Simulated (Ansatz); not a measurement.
**Si: relaxing cell and atoms and phonons**

The task, for Si: 2 runs in a chain (relaxing cell and atoms and phonons).

The COD entry's cell or inner coordinates are ideal or old and differ from later refinements, so a difference from it is no clean test against experiment.

Program: Ansatz 0.2.0. Level of theory: DFT PBE, scalar-relativistic, plane waves, PAW. These are calculated values, not measurements.

## Step 1: The system as given

The structure is cubic, space group Fd-3m (No. 227). The conventional cell has a = 5.427 Å, b = 5.427 Å, c = 5.427 Å, α = 90.00°, β = 90.00°, γ = 90.00°. Si (site symmetry -43m) has 4 Si at 2.35 Å as nearest neighbours.

Coordinates:

```cif
data_structure
_symmetry_space_group_name_H-M 'P 1'
_symmetry_Int_Tables_number 1
_cell_length_a 3.8376
_cell_length_b 3.8376
_cell_length_c 3.8376
_cell_angle_alpha 60.000
_cell_angle_beta 60.000
_cell_angle_gamma 60.000
_cell_volume 39.96
loop_
_atom_site_label
_atom_site_type_symbol
_atom_site_fract_x
_atom_site_fract_y
_atom_site_fract_z
_atom_site_occupancy
Si1 Si 0.75000 0.75000 0.75000 1
Si2 Si 0.50000 0.50000 0.50000 1
```

The structure rests on an entry of the Crystallography Open Database; cell or positions may have been set otherwise for this series.

## Step 2: Relaxing cell and atoms: Si, no spin

input.yaml

```yaml
crystal:
  lattice:
    - [0.0, 2.71356, 2.71356]
    - [2.71356, 0.0, 2.71356]
    - [2.71356, 2.71356, 0.0]
  atoms:
    - { symbol: Si, position: [0.75, 0.75, 0.75] }
    - { symbol: Si, position: [0.5, 0.5, 0.5] }
scf:
  occupations: { method: gaussian, width: 0.02 }
output:
  forces: true
  stress: true
  eigenvalues: true
  write_density: true
  write_potential: true
  elf: true
  volumetric_format: npy
hamiltonian:
  xc: pbe
relax:
  f_tol: 0.002
  adjacent_minimum: "off"
  cell: { stress_tol: 0.05 }
kpoints:
  mp_grid: { grid: [12, 12, 12] }
```

Run with:

```sh
> ansatz run input.yaml --threads 8 --pin off --max-ram 30720MiB --backend cpu --events-out ev --progress --plain --runs-dir out
```

Output, cut to the lines that bear on the results:

```text
Warning: RAYON_NUM_THREADS=8 ignored (pool sized by the plan → 8); use --threads N
[...]
Pseudopotentials: kind: paw
Pseudopotential: Si, paw, valence charge 4, recommended cutoff 420 eV (normal), Si.paw.azcp
Functional definition: PBE
[...]
Crystal: 2 atoms, lattice volume = 39.962 Å³
Basis set: ecut = 420 eV, 749 PW (Γ), exchange–correlation on 54×54×54 points (8 copies of the dense FFT grid, shifted against one another)
Bands: 8, of which v1, the nominal top of the filled ones, is band 4 counted from 1 (3 counted from 0)
Symmetry: 48 space group operations
Space group: Fd-3m (ITA 227), of the structure as read, at distance tolerance 3.4e-5 Å
k-points: 72 of 1728
[...]
SCF iter   1: F=—  HF=-1271.613259 eV  |F-HF|=—  |Δ(HF+E_count)|=         —  Δρ=1.15e-3  dr2=2.86e-4  ethr=1.77e-3  ⟨swp⟩=6.2  Hψ=5244  notcnv=0
[...]
relax step   1: F+E_penalty+E_count = -1271.61370558 eV  Δ(F+E_penalty+E_count) = +0.000e0 eV  max|allowed force component| = 1.041e-17 eV/Å  Δτ_max = 0.0000 Å  P = +2.217 GPa  Ω = 39.962 Å³  (6 SCF iters, dr2 threshold 1.00e-7 eV, accepted)
[...]
relax step   3: F+E_penalty+E_count = -1271.62005510 eV  Δ(F+E_penalty+E_count) = -3.657e-4 eV  max|allowed force component| = 7.055e-17 eV/Å  Δτ_max = 0.0000 Å  P = +0.020 GPa  Ω = 40.910 Å³  energy of the carried Pulay correction = -1.344e-4 eV  (3 SCF iters, dr2 threshold 2.00e-7 eV, accepted)
[...]
relax step   4: F+E_penalty+E_count = -1271.62021163 eV  Δ(F+E_penalty+E_count) = -1.565e-4 eV  max|allowed force component| = 9.252e-17 eV/Å  Δτ_max = 0.0000 Å  P = +0.027 GPa  Ω = 40.910 Å³  stress off target by 2.69e-2 GPa  SCF on the basis re-selected at this cell (its energy is not [...]
SCF converged after 4 iterations
Free energy (F): -1271.620212 eV
[...]
E sigma→0 (E₀):  -1271.620212 eV
Fermi energy:    6.310031 eV
[...]
--- Forces (eV/Å), atoms counted from 1 ---
  atom   1  Si     0.00000000     0.00000000     0.00000000
  atom   2  Si    -0.00000000    -0.00000000    -0.00000000
[...]
--- Stress (GPa, compression-positive) ---
        0.026903       0.000000       0.000000
       -0.000000       0.026903      -0.000000
        0.000000      -0.000000       0.026903
  P = ⅓ Tr σ = 0.0269 GPa (0.269 kbar)
--- Band table (eV; the first three rows and the last of 72) ---
  k-point 0: bands = ["-5.8092", "6.0058", "6.0058", "6.0058", "8.5579", "8.5579", "8.5579", "9.1248"]
[...]
--- Relaxed structure (3 steps of the walk, 3 accepted, 1 SCFs on fresh bases) ---
  F+E_penalty+E_count = -1271.62021163 eV   max|allowed force component| = 9.252e-17 eV/Å   (the final SCF, on the basis selected at the relaxed cell)
  cell:  # Å, volume = 40.9096 Å³
    - [3.0572232197373543e-34, 2.7348392666858987, 2.7348392666858987]
    - [2.7348392666858987, 2.140056253816148e-33, 2.7348392666858987]
    - [2.7348392666858987, 2.7348392666858987, 1.630519050526589e-33]
  atoms:
    - { symbol: Si, position: [0.7499999999999999, 0.7499999999999999, 0.7499999999999999] }
    - { symbol: Si, position: [0.5, 0.5, 0.5] }
```

Run time: 1.4 s. Hardware: 8 threads of Arm Neoverse V2, shared host; peak memory 0.33 GiB.

Relaxation path:

```
step  E - E(step 1) (eV/cell)  largest force component (eV/Å)  pressure (GPa)  volume (Å³)
   1                   0.0000                          0.0000            2.22        39.96
   2                  -0.0060                          0.0000            0.53        40.68
   3                  -0.0063                          0.0000            0.02        40.91
   4                  -0.0065                          0.0000            0.03        40.91
```

Step 1 is the start. Step 4 repeats the geometry before it on a plane-wave basis chosen anew for that cell, so its energy need not be comparable with the rows above.

Lengths and angles in the start's conventional setting:

|  | before | after | change |
| --- | --- | --- | --- |
| a (Å) | 5.427 | 5.470 | +0.8 % |
| b (Å) | 5.427 | 5.470 | +0.8 % |
| c (Å) | 5.427 | 5.470 | +0.8 % |
| volume (Å³/atom) | 19.98 | 20.45 | +2.4 % |
| shortest distance (Å) | 2.350 | 2.368 | +0.8 % |
| space group (0.01 Å) | Fd-3m | Fd-3m | same |

The run keeps the 48 symmetry operations of the start, so it could not have lowered the symmetry.

Axes a, b and c in the maps are those of this run's conventional cell (a, b, c = 5.470, 5.470, 5.470 Å).

Density in a lattice plane of the grid's cell (edges 5.47 and 5.47 Å, at 0.000 of the third edge), which holds Si.

Values in e/Å³, 12 rows by 12 columns:
```
0.03 0.04 0.07 0.16 0.33 0.36 0.24 0.36 0.33 0.16 0.07 0.04
0.06 0.07 0.10 0.16 0.26 0.33 0.34 0.33 0.26 0.16 0.10 0.07
0.16 0.16 0.16 0.16 0.16 0.16 0.16 0.16 0.16 0.16 0.16 0.16
0.34 0.33 0.26 0.16 0.10 0.07 0.06 0.07 0.10 0.16 0.26 0.33
0.24 0.36 0.33 0.16 0.07 0.04 0.03 0.04 0.07 0.16 0.33 0.36
0.05 0.24 0.34 0.16 0.06 0.03 0.02 0.03 0.06 0.16 0.34 0.24
0.24 0.36 0.33 0.16 0.07 0.04 0.03 0.04 0.07 0.16 0.33 0.36
0.34 0.33 0.26 0.16 0.10 0.07 0.06 0.07 0.10 0.16 0.26 0.33
0.16 0.16 0.16 0.16 0.16 0.16 0.16 0.16 0.16 0.16 0.16 0.16
0.06 0.07 0.10 0.16 0.26 0.33 0.34 0.33 0.26 0.16 0.10 0.07
0.03 0.04 0.07 0.16 0.33 0.36 0.24 0.36 0.33 0.16 0.07 0.04
0.02 0.03 0.06 0.16 0.34 0.24 0.05 0.24 0.34 0.16 0.06 0.03
```
Columns run along the first of these edges and rows up along the second, over one cell in 12 and 12 even steps from the bottom left corner. Atoms in the plane (fractional): Si at (0.00, 0.50), Si at (0.50, 0.00).

ELF in the same plane.

Values, 12 rows by 12 columns:
```
0.03 0.05 0.18 0.53 0.75 0.55 0.30 0.55 0.75 0.53 0.18 0.05
0.14 0.18 0.29 0.53 0.75 0.75 0.64 0.75 0.75 0.53 0.29 0.18
0.47 0.53 0.53 0.47 0.53 0.53 0.47 0.53 0.53 0.47 0.53 0.53
0.64 0.75 0.75 0.53 0.29 0.18 0.14 0.18 0.29 0.53 0.75 0.75
0.30 0.55 0.75 0.53 0.18 0.05 0.03 0.05 0.18 0.53 0.75 0.55
0.54 0.30 0.64 0.47 0.14 0.03 0.01 0.03 0.14 0.47 0.64 0.30
0.30 0.55 0.75 0.53 0.18 0.05 0.03 0.05 0.18 0.53 0.75 0.55
0.64 0.75 0.75 0.53 0.29 0.18 0.14 0.18 0.29 0.53 0.75 0.75
0.47 0.53 0.53 0.47 0.53 0.53 0.47 0.53 0.53 0.47 0.53 0.53
0.14 0.18 0.29 0.53 0.75 0.75 0.64 0.75 0.75 0.53 0.29 0.18
0.03 0.05 0.18 0.53 0.75 0.55 0.30 0.55 0.75 0.53 0.18 0.05
0.01 0.03 0.14 0.47 0.64 0.30 0.54 0.30 0.64 0.47 0.14 0.03
```
Columns run along the first of these edges and rows up along the second, over one cell in 12 and 12 even steps from the bottom left corner. Atoms in the plane (fractional): Si at (0.00, 0.50), Si at (0.50, 0.00).

Both are smooth fields of the valence electrons: close to the nuclei they are not physical.

Outside the cores ELF peaks at 0.95 on the Si–Si line, 1.0 Å from Si.

## Step 3: Phonons

It takes the final geometry of step 2.

input.yaml

```yaml
crystal:
  lattice:
    - [0.0, 2.7348392667, 2.7348392667]
    - [2.7348392667, 0.0, 2.7348392667]
    - [2.7348392667, 2.7348392667, 0.0]
  atoms:
    - { symbol: Si, position: [0.75, 0.75, 0.75] }
    - { symbol: Si, position: [0.5, 0.5, 0.5] }
scf:
  occupations: { method: gaussian, width: 0.02 }
output:
  forces: true
  stress: true
  eigenvalues: true
hamiltonian:
  xc: pbe
phonons:
  method: dfpt
  dielectric: false
  eigenvectors: false
  qmesh: [4, 4, 4]
kpoints:
  mp_grid: { grid: [12, 12, 12] }
```

Run with:

```sh
> ansatz run input.yaml --threads 8 --pin off --max-ram 30720MiB --backend cpu --events-out ev --progress --plain --runs-dir out
```

Output:

```text
Warning: RAYON_NUM_THREADS=8 ignored (pool sized by the plan → 8); use --threads N
Engine: ansatz 0.2.0, aarch64-unknown-linux-gnu
Pseudopotentials: kind: paw
Pseudopotential: Si, paw, valence charge 4, recommended cutoff 420 eV (normal), Si.paw.azcp
Functional definition: PBE
  parameter kappa = 0.804
  parameter beta = 0.06672455060314922
  exchange = pbe_x(kappa = kappa, mu = beta*pi^2/3)
  correlation = pbe_c(beta = beta)
Crystal: 2 atoms, lattice volume = 40.910 Å³
Basis set: ecut = 420 eV, 821 PW (Γ), exchange–correlation on 64×64×64 points (8 copies of the dense FFT grid, shifted against one another)
Bands: 8, of which v1, the nominal top of the filled ones, is band 4 counted from 1 (3 counted from 0)
Symmetry: 48 space group operations
k-points: 72 of 1728
Non-local potential: Si, projectors of the file, l = 0: 2, l = 1: 2, l = 2: 2
PAW form: soft (Blöchl's): semilocal exchange-correlation on the pseudo side does not see the compensation charge
PAW one-centre angular grid: Si, 110 points (default); XC on 64 Gauss nodes
Initial density: superposition of atomic densities (neutral atoms: chi_scale 0, normalization atom), corrected by the library's trained network
Initial wavefunctions: pseudopotential atomic-orbital guess
Functional: x = pbe(κ = 0.804, μ = 0.2195149727645171), c = pbe(β = 0.06672455060314922)
SCF iter   1: F=—  HF=-1271.619786 eV  |F-HF|=—  |Δ(HF+E_count)|=         —  Δρ=1.33e-3  dr2=4.76e-4  ethr=1.77e-3  ⟨swp⟩=6.2  Hψ=5243  notcnv=0
preconditioner: auto → none  [insulator: Δε(μ)=0.607 eV  Ē_g=9.372 eV  σ=0.020 eV  W_gap=1.00  n_scr=8 (ndim 8)  ℏωp=16.4 eV  f_vac=0.000  D(μ)=0.00/eV (n_scr^D=0)  ε∞_Penn≈4.1]
SCF iter   2: F=—  HF=-1271.620165 eV  |F-HF|=—  |Δ(HF+E_count)|=   3.80e-4  Δρ=5.41e-4  dr2=7.01e-5  ethr=5.95e-6  ⟨swp⟩=2.2  Hψ=1480  notcnv=0
SCF iter   3: F=—  HF=-1271.620212 eV  |F-HF|=—  |Δ(HF+E_count)|=   4.68e-5  Δρ=1.01e-4  dr2=2.64e-6  ethr=8.77e-7  ⟨swp⟩=2.0  Hψ=864  notcnv=0
SCF iter   4: F=—  HF=-1271.620212 eV  |F-HF|=—  |Δ(HF+E_count)|=   2.79e-7  Δρ=1.06e-5  dr2=2.73e-8  ethr=3.30e-8  ⟨swp⟩=2.0  Hψ=864  notcnv=0
SCF iter   5: F=—  HF=-1271.620212 eV  |F-HF|=—  |Δ(HF+E_count)|=   2.10e-7  Δρ=7.02e-7  dr2=9.83e-11  ethr=3.41e-10  ⟨swp⟩=2.3  Hψ=854  notcnv=0
SCF iter   6: F=-1271.620212 eV  HF=-1271.620212 eV  |F-HF|=1.14e-12  |Δ(HF+E_count)|=  1.74e-10  Δρ=1.06e-7  dr2=3.35e-12  ethr=1.00e-12  ⟨swp⟩=5.9  Hψ=2133  notcnv=0
SCF 1 converged in 6 iterations: F = -1271.620212 eV  dr2 = 3.35e-12
NSCF: frozen V_eff on 72 k-points
WARN: eigensolver did not converge in 11 slots of this pass, the one above among them; of largest residual over every band (k=4): 1 band(s) unlocked (lowest unlocked band 7, counted from 0; max residual 2.57e-4 eV among the unlocked bands, 2.57e-4 eV over every band); of lowest unlocked band (k=4): band 7
NSCF: frozen V_eff on 163 k-points
DFPT response loops at q = (0, 0, 0) (fractional): preconditioner auto → none (the input reference at scf.mixing.eps_inf says where Resta's filter doesn't serve); β = 0.50; Broyden in place of MSR1
NSCF: frozen V_eff on 1872 k-points
DFPT response loops at q = (0, 0, 0.25) (fractional): mixed as the last ones told, above
NSCF: frozen V_eff on 952 k-points
DFPT response loops at q = (0, 0, -0.5) (fractional): preconditioner auto → Resta (q_TF=auto, 2.079 Å⁻¹)  ε∞=9.9 (no band partly filled); β = 1.00, the filter's whole step (`scf.mixing.beta` (0.50) is not read by the response loops at its default; to damp them type it under 1.00, their step now; it binds the ground state too); Broyden in place of MSR1
NSCF: frozen V_eff on 1020 k-points
DFPT response loops at q = (0, 0.25, 0.25) (fractional): preconditioner auto → none (the input reference at scf.mixing.eps_inf says where Resta's filter doesn't serve); β = 0.50; Broyden in place of MSR1
NSCF: frozen V_eff on 3456 k-points
DFPT response loops at q = (0, 0.25, -0.5) (fractional): preconditioner auto → Resta (q_TF=auto, 2.079 Å⁻¹)  ε∞=9.9 (no band partly filled); β = 1.00, the filter's whole step (`scf.mixing.beta` (0.50) is not read by the response loops at its default; to damp them type it under 1.00, their step now; it binds the ground state too); Broyden in place of MSR1
NSCF: frozen V_eff on 1872 k-points
DFPT response loops at q = (0, 0.25, -0.25) (fractional): mixed as the last ones told, above
NSCF: frozen V_eff on 560 k-points
DFPT response loops at q = (0, -0.5, -0.5) (fractional): mixed as the last ones told, above
NSCF: frozen V_eff on 1020 k-points
DFPT response loops at q = (0.25, -0.5, -0.25) (fractional): mixed as the last ones told, above
SCF converged after 6 iterations
Free energy (F): -1271.620212 eV
Harris-Foulkes:  -1271.620212 eV  (|F-HF|=1.14e-12)
Internal energy: -1271.620212 eV  (E = F + TS)
E sigma→0 (E₀):  -1271.620212 eV
Fermi energy:    6.310029 eV
--- Per-component energies (eV) ---
  E_band       = 8.029876
  E_kinetic    = 80.143503
  E_local      = -56.131250  (includes V_loc(G=0)·N_el)
  E_nonlocal   = 51.753658
  E_hartree    = 15.172158
  E_xc         = -110.125453
  E_vxc        = -93.157362  (∫ρ·V_xc dr)
  E_paw        = -1025.529612  (= ΣΔE_a)
  E_vpaw       = -4.922992  (= ΣTr[D̂ρ^β])
  E_aug_tail   = 0.000013  (compensation charges beyond the density's cutoff)
  E_ewald      = -226.903228
  E_smearing   = -0.000000  (= −TS)
  E_closure    = 0.000000  (closes the sum)
  Σ components = -1271.620212   (vs F -1271.620212, Δ=0.00e0)
--- Forces (eV/Å), atoms counted from 1 ---
  atom   1  Si    -0.00000000    -0.00000000     0.00000000
  atom   2  Si    -0.00000000    -0.00000000     0.00000000
  max |Σ_I F_I| component: 5.55e-17 eV/Å
--- Stress (GPa, compression-positive) ---
        0.026908       0.000000      -0.000000
        0.000000       0.026908      -0.000000
       -0.000000      -0.000000       0.026908
  P = ⅓ Tr σ = 0.0269 GPa (0.269 kbar)
--- Band table (eV; the first three rows and the last of 72) ---
  k-point 0: bands = ["-5.8092", "6.0058", "6.0058", "6.0058", "8.5579", "8.5579", "8.5579", "9.1248"]
  k-point 1: bands = ["-5.7198", "5.1469", "5.8654", "5.8654", "8.5639", "8.7646", "8.7646", "9.8304"]
  k-point 2: bands = ["-5.4546", "3.6409", "5.5645", "5.5645", "8.2847", "9.1934", "9.1934", "11.2738"]
  k-point 71: bands = ["-1.5882", "-1.5882", "2.2452", "2.2452", "10.2754", "10.2754", "10.9306", "10.9306"]
--- Phonons (Γ-DFPT): 1 representative perturbation + reference (Σ response iterations 3) ---
  ASR residual: 3.597e-6 → 0.000e0 eV/Å²; symmetrization residual: 4.263e-14 eV/Å²
  ASR residual per site (eV/Å²): 3.60e-6 3.60e-6
  Γ frequencies (cm⁻¹): 0.00 0.00 0.00 502.72 502.72 502.72
--- Phonons (arbitrary-q DFPT): 8 irreducible q on the 4×4×4 mesh ---
  q = [0.0000, 0.0000, 0.0000] (star 1, of the zone-centre solve; hermiticity 5.44e-16, symmetrization 3.27e-15): -0.00 -0.00 -0.00 502.72 502.72 502.72
  q = [0.0000, 0.0000, 0.2500] (star 8, 1 solved perturbation on 936 of 1728 k-point pairs; hermiticity 3.92e-9, symmetrization 4.48e-15): 94.69 94.69 225.11 473.81 483.55 483.55
  q = [0.0000, 0.0000, -0.5000] (star 4, 1 solved perturbation on 476 of 1728 k-point pairs; hermiticity 5.18e-15, symmetrization 3.00e-15): 111.19 111.19 370.00 399.36 476.82 476.82
  q = [0.0000, 0.2500, 0.2500] (star 6, 2 solved perturbations in 804 linear systems a pass and spin channel, the states on 510 of 1728 k-point pairs; hermiticity 5.16e-10, symmetrization 5.96e-15): 126.66 126.66 235.42 461.41 461.41 481.88
  q = [0.0000, 0.2500, -0.5000] (star 24, 2 solved perturbations in 2664 linear systems a pass and spin channel, the states on 1728 of 1728 k-point pairs; hermiticity 1.27e-8, symmetrization 5.24e-15): 141.45 195.77 312.29 402.73 453.52 467.03
  q = [0.0000, 0.2500, -0.2500] (star 12, 2 solved perturbations in 1446 linear systems a pass and spin channel, the states on 936 of 1728 k-point pairs; hermiticity 2.61e-8, symmetrization 2.95e-15): 137.22 192.35 277.15 408.98 461.04 475.36
  q = [0.0000, -0.5000, -0.5000] (star 3, 2 solved perturbations in 443 linear systems a pass and spin channel, the states on 280 of 1728 k-point pairs; hermiticity 2.15e-15, symmetrization 1.82e-15): 146.31 146.31 400.85 400.85 446.26 446.26
  q = [0.2500, -0.5000, -0.2500] (star 6, 2 solved perturbations in 772 linear systems a pass and spin channel, the states on 510 of 1728 k-point pairs; hermiticity 7.59e-9, symmetrization 4.08e-15): 200.44 200.44 344.63 344.63 452.57 452.57
  sum rule: each row above includes the acoustic sum rule's correction from the zone centre's row sums; it moved no ω² by more than (0.19 cm⁻¹)²
  mesh force constants: q→R imaginary residual 1.98e-18; ASR residual 3.597e-6 → 0.000e0 eV/Å²; symmetrization residual 5.329e-15 eV/Å²
  density of states and harmonic sums: on the 20×20×20 q-mesh, interpolated from the force constants of a 4×4×4 supercell (no non-analytic term)
  largest difference from the sums on the solved wave vectors: F 8.93e-3 eV, S 1.29e-5 and C_V 4.01e-6 eV/K
  zero-point energy: 0.120493 eV/cell   skipped modes (ω ≤ 0): 3   left out of the sums: 6.25e-5 of the cell's modes: C_V's classical limit lies that fraction below 3 k_B per atom; for a crystal, a wire or a layer, F and S can be off by more, and a phonons.interpolated_qmesh denser along its periods is the remedy for the sampling
```

It took 26 s on 8 threads of Arm Neoverse V2, shared host; peak memory 1.4 GiB.

phthermo.tsv, divided by the number of atoms:

```csv
T (K),F_vib (meV),S (k_B),C_V (k_B)
0,60.2,0.00,0.00
10,60.2,0.00,0.00
20,60.2,0.00,0.02
30,60.2,0.02,0.07
40,60.2,0.05,0.17
50,60.1,0.10,0.30
60,60.0,0.17,0.43
70,59.8,0.24,0.55
80,59.6,0.33,0.68
90,59.3,0.41,0.80
100,58.9,0.50,0.93
110,58.4,0.60,1.05
120,57.9,0.70,1.17
130,57.2,0.79,1.28
140,56.5,0.89,1.39
150,55.7,0.99,1.50
160,54.8,1.09,1.59
170,53.8,1.19,1.69
180,52.7,1.29,1.77
190,51.6,1.39,1.85
200,50.3,1.48,1.92
210,49.0,1.58,1.99
220,47.6,1.67,2.05
230,46.1,1.77,2.11
240,44.6,1.86,2.17
250,42.9,1.95,2.22
260,41.2,2.03,2.26
270,39.4,2.12,2.30
280,37.6,2.21,2.34
290,35.6,2.29,2.38
300,33.6,2.37,2.41
310,31.5,2.45,2.44
320,29.4,2.53,2.47
330,27.2,2.60,2.50
340,24.9,2.68,2.52
350,22.6,2.75,2.55
360,20.2,2.82,2.57
370,17.7,2.89,2.59
380,15.2,2.96,2.61
390,12.6,3.03,2.62
400,10.0,3.10,2.64
410,7.3,3.16,2.66
420,4.5,3.23,2.67
430,1.7,3.29,2.68
440,-1.2,3.35,2.70
450,-4.1,3.41,2.71
460,-7.0,3.47,2.72
470,-10.1,3.53,2.73
480,-13.1,3.59,2.74
490,-16.3,3.65,2.75
500,-19.4,3.70,2.76
510,-22.6,3.76,2.77
520,-25.9,3.81,2.78
530,-29.2,3.86,2.79
540,-32.5,3.92,2.79
550,-35.9,3.97,2.80
560,-39.4,4.02,2.81
570,-42.9,4.07,2.81
580,-46.4,4.12,2.82
590,-50.0,4.16,2.82
600,-53.6,4.21,2.83
610,-57.2,4.26,2.84
620,-60.9,4.30,2.84
630,-64.6,4.35,2.85
640,-68.4,4.39,2.85
650,-72.2,4.44,2.85
660,-76.1,4.48,2.86
670,-79.9,4.53,2.86
680,-83.9,4.57,2.87
690,-87.8,4.61,2.87
700,-91.8,4.65,2.87
710,-95.8,4.69,2.88
720,-99.9,4.73,2.88
730,-104.0,4.77,2.88
740,-108.1,4.81,2.89
750,-112.3,4.85,2.89
760,-116.5,4.89,2.89
770,-120.7,4.93,2.89
780,-125.0,4.96,2.90
790,-129.3,5.00,2.90
800,-133.6,5.04,2.90
810,-137.9,5.07,2.90
820,-142.3,5.11,2.91
830,-146.7,5.14,2.91
840,-151.2,5.18,2.91
850,-155.7,5.21,2.91
860,-160.2,5.25,2.91
870,-164.7,5.28,2.92
880,-169.3,5.31,2.92
890,-173.9,5.35,2.92
900,-178.5,5.38,2.92
910,-183.1,5.41,2.92
920,-187.8,5.44,2.93
930,-192.5,5.48,2.93
940,-197.3,5.51,2.93
950,-202.0,5.54,2.93
960,-206.8,5.57,2.93
970,-211.6,5.60,2.93
980,-216.5,5.63,2.93
990,-221.3,5.66,2.94
1000,-226.2,5.69,2.94
```

## Step 4: Summary of results

| step | volume (Å³/atom) | pressure (GPa) | energy (eV) | gap on the mesh (eV) | time |
| --- | --- | --- | --- | --- | --- |
| 2 | 20.45 | 0.0 | -1271.620 | 0.61 | 1.4 s |

```
                           quantity                                                                      value
relaxed cell, step 2 (conventional)  a = 5.470 Å, b = 5.470 Å, c = 5.470 Å, α = 90.00°, β = 90.00°, γ = 90.00°
    highest frequency on the q mesh                                                                   503 cm⁻¹
                  zero-point energy                                                              60.2 meV/atom
                 S and C_V at 300 K                                                     2.37 and 2.41 k_B/atom
```

No mode on the given mesh is imaginary. At 300 K the heat capacity has reached 80 % of the Dulong–Petit value.

The gaps are Kohn-Sham values of a semilocal functional, not quasiparticle or optical gaps. Such gaps usually fall short of the measured ones.
